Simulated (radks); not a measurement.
# Li⁺ in [He]: an all-electron calculation

The task here is to estimate one member of a computed series from the others.

Program: radks (a radial shooting solver on a logarithmic mesh, Libxc functionals) version 1. Level of theory: Dirac Kohn-Sham, LDA (Slater exchange, Perdew-Zunger correlation), spin-unpolarised, spherical densities, point nucleus. These are calculated values, not measurements, unless marked.

## The system

* element: lithium (Z = 3)
* charge: +1
* electrons: 2
* configuration: [He]

Outer shells as boxes (Hund's rule):

Li⁺
```
1s [↑↓]
```

Set-up of the first run:

Settings of this run:

```text
Z 3
configuration [He] 2s0 2p0
relativity Dirac
functional lda,pz
spin unpolarised
j_filling energy
nucleus point
c 137.035999084
```

Started as:

```sh
$ python run_ks.py task.json out
```

All runs below come from this command, one after another.

One table of the session follows, with a row left open; its other results are not shown here.

It belongs to the step «Radial structure». Radial density 4πr²ρ:

| r (bohr) | 4πr²ρ (e/bohr) |
| --- | --- |
| 0.0168 | 0.04308 |
| 0.0231 | 0.07866 |
| 0.0316 | 0.1395 |
| 0.0435 | 0.2465 |
| 0.0594 | 0.4183 |
| 0.0818 | 0.6946 |
| 0.113 | 1.098 |
| 0.154 | 1.611 |
| 0.212 | 2.187 |
| 0.292 | 2.640 |
| 0.399 | ? |
| 0.549 | 2.321 |
| 0.750 | 1.533 |
| 1.03 | 0.7084 |
| 1.42 | 0.2038 |
| 1.94 | 0.03264 |
| 2.68 | 0.002113 |

**Question.** Estimate the row for r (bohr) = 0.399.

Worked estimate for «4πr²ρ (e/bohr)». A straight line through the neighbours (0.292, 2.640) and (0.549, 2.321) gives 2.640 + (2.321 − 2.640) × (0.399 − 0.292) / (0.549 − 0.292) = 2.507; a parabola fitted to 4 rows on both sides gives 2.598.

As computed: 4πr²ρ (e/bohr): 2.734. In «4πr²ρ (e/bohr)» the line misses by -0.227 and the parabola by -0.136. Between these rows the values bend or scatter more than so simple an estimate can follow.
